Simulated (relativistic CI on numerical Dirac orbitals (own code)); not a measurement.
# Ions of gallium: ground levels and radial parameters

Aim: one configuration for each member; how do the lowest level, the moment, the spin-orbit parameter and the size of the open shell change?

Program: relativistic CI on numerical Dirac orbitals (own code) version 3. Level of theory: Dirac-Coulomb-Breit CI, KLI orbitals optimised for each configuration, model QED (radiative potential, 1s self-energy scaled to tabulated hydrogen-like ionisation energies), valence Slater integrals scaled by 0.9. These are calculated values, not measurements, unless marked.

## 1. What is computed

- members: Ga¹⁶⁺ [Ne] 3s2 3p3, Ga¹⁷⁺ [Ne] 3s2 3p2, Ga¹⁸⁺ [Ne] 3s2 3p, Ga²⁰⁺ [Ne] 3s, Ga²²⁺ [He] 2s2 2p5, Ga²³⁺ [He] 2s2 2p4
- Slater scale: 0.9

## 2. Ga¹⁶⁺, [Ne] 3s2 3p3

Input settings:

```ini
atom Ga  Z=31  charge=16  electrons=15
nucleus A=69  rms_radius_fm=3.9973
hamiltonian dirac-coulomb  breit=on  qed=on  c_scale=1
orbitals kli  potential=per-configuration
slater_scale 0.9
correlation none
mixing on
configurations
  [Ne] 3s2 3p3
end
```

Command:

```sh
> python run_levels.py task.json out
```

One command runs all members of the session, one after another, from task.json.

## 3. Ga¹⁷⁺, [Ne] 3s2 3p2

Input settings:

```ini
atom Ga  Z=31  charge=17  electrons=14
nucleus A=69  rms_radius_fm=3.9973
hamiltonian dirac-coulomb  breit=on  qed=on  c_scale=1
orbitals kli  potential=per-configuration
slater_scale 0.9
correlation none
mixing on
configurations
  [Ne] 3s2 3p2
end
```

## 4. Ga¹⁸⁺, [Ne] 3s2 3p

Input settings:

```ini
atom Ga  Z=31  charge=18  electrons=13
nucleus A=69  rms_radius_fm=3.9973
hamiltonian dirac-coulomb  breit=on  qed=on  c_scale=1
orbitals kli  potential=per-configuration
slater_scale 0.9
correlation none
mixing on
configurations
  [Ne] 3s2 3p
end
```

## 5. Ga²⁰⁺, [Ne] 3s

Changes to the settings of step 4:

```diff
@@ -1,2 +1,2 @@
-atom Ga  Z=31  charge=18  electrons=13
+atom Ga  Z=31  charge=20  electrons=11
 nucleus A=69  rms_radius_fm=3.9973
@@ -8,3 +8,3 @@
 configurations
-  [Ne] 3s2 3p
+  [Ne] 3s
 end
```

## 6. Ga²²⁺, [He] 2s2 2p5

Changes to the settings of step 5:

```diff
@@ -1,2 +1,2 @@
-atom Ga  Z=31  charge=20  electrons=11
+atom Ga  Z=31  charge=22  electrons=9
 nucleus A=69  rms_radius_fm=3.9973
@@ -8,3 +8,3 @@
 configurations
-  [Ne] 3s
+  [He] 2s2 2p5
 end
```

## 7. Ga²³⁺, [He] 2s2 2p4

Input settings:

```ini
atom Ga  Z=31  charge=23  electrons=8
nucleus A=69  rms_radius_fm=3.9973
hamiltonian dirac-coulomb  breit=on  qed=on  c_scale=1
orbitals kli  potential=per-configuration
slater_scale 0.9
correlation none
mixing on
configurations
  [He] 2s2 2p4
end
```

(Steps that only read results are left out.)

Q: Predict the outcome of this session. Wanted: lowest levels; largest moment; ζ, first and last; <r>, first and last.

**Answer**, as computed:

| quantity | value |
| --- | --- |
| lowest levels | Ga¹⁶⁺ 4S°3/2, Ga¹⁷⁺ 3P0, Ga¹⁸⁺ 2P°1/2, Ga²⁰⁺ 2S1/2, Ga²²⁺ 2P°3/2, Ga²³⁺ 3P2 |
| largest moment | 3.70 μB (Ga¹⁶⁺) |
| ζ, first and last | 3p 29400, 2p 157000 cm⁻¹ |
| <r>, first and last | 3p 0.552, 2p 0.181 bohr |

In words: The open shell changes along the series (3p, 3s, 2p), so ζ and <r> compare only within one shell. The largest moment belongs to Ga¹⁶⁺. All lowest levels keep an LS purity of 70 % or more.
